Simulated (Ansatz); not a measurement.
Consider the interaction energy of a dimer with the counterpoise correction of BBrH3N, SMILES NBBr (Ansatz's Python interface).

`bbrh3n.py`:
```python
# -*- coding: utf-8 -*-
"""Interaction energy of two BBrH3N molecules, with the counterpoise correction."""

import ansatz as az

FIRST = [
    ("N", (-0.4801, -0.0591, -0.7539)),
    ("B", (0.2539, 0.0908, 0.5298)),
    ("Br", (-0.271, 1.4789, 1.8717)),
    ("H", (-0.8216, -0.9799, -0.8222)),
    ("H", (0.1575, 0.092, -1.5645)),
    ("H", (1.1614, -0.6225, 0.739)),
]
SECOND = [
    ("N", (3.7788, 1.4205, 0.4182)),
    ("B", (4.0306, 0.1565, 1.1586)),
    ("Br", (4.2279, -1.5884, 0.1999)),
    ("H", (4.491, 2.0652, 0.6331)),
    ("H", (2.8769, 1.8501, 0.7156)),
    ("H", (4.1038, 0.2016, 2.3285)),
]

def energy(atoms, ghosts=()):
    molecule = az.Crystal.molecule()
    for symbol, xyz in atoms:
        molecule = molecule.atom(symbol, xyz)
    calc = (
        molecule.calculation()
        .basis(gaussian="def2-SVPD")
        .functional("HF")
    )
    deck = calc.input()
    if ghosts:
        deck = deck.set(az.key.basis.gaussian.ghost_atoms, [{"symbol": s, "position_ang": list(xyz)} for s, xyz in ghosts])
    return az.Session.from_dict(deck).plan().execute().report["free_energy_ev"]

# monomers in their own basis and in the basis of the dimer
both = energy(FIRST + SECOND)
alone = energy(FIRST) + energy(SECOND)
ghosted = energy(FIRST, SECOND) + energy(SECOND, FIRST)
print(f"dimer {both:.6f} eV")
print(f"interaction, uncorrected   {23.060548 * (both - alone):8.3f} kcal/mol")
print(f"interaction, counterpoise  {23.060548 * (both - ghosted):8.3f} kcal/mol")
print(f"basis-set superposition    {23.060548 * (alone - ghosted):8.3f} kcal/mol")
```

How large is the interaction at this pose, and how much of it is basis-set superposition?

Uncorrected it is -0.689 kcal/mol, with the counterpoise correction -0.164 kcal/mol; the difference, 0.52 kcal/mol, is the superposition error.

What the script printed:

Output of `python bbrh3n.py`:
```text
dimer -144381.991054 eV
interaction, uncorrected     -0.689 kcal/mol
interaction, counterpoise    -0.164 kcal/mol
basis-set superposition       0.525 kcal/mol
```

Total energies depend on the basis set; only differences at equal settings carry meaning. The dimer is a generated trial pose of unrelaxed monomers, not a minimum, so the figure is no binding energy, and the basis set is small. Hartree-Fock leaves correlation out, so bond, atomisation and ionisation energies come out well too low. This level lacks the dispersion part of the attraction (electrostatics and induction are there), which can decide the sign where the interaction is weak. Run time: 18 s on 1 thread of Arm Neoverse V1 (shared host), peak memory 0.75 GiB.

(A comment or docstring line of the script was reworded after the run, the code is as it ran; lines on the test bed's own set-up are left out of the output.)
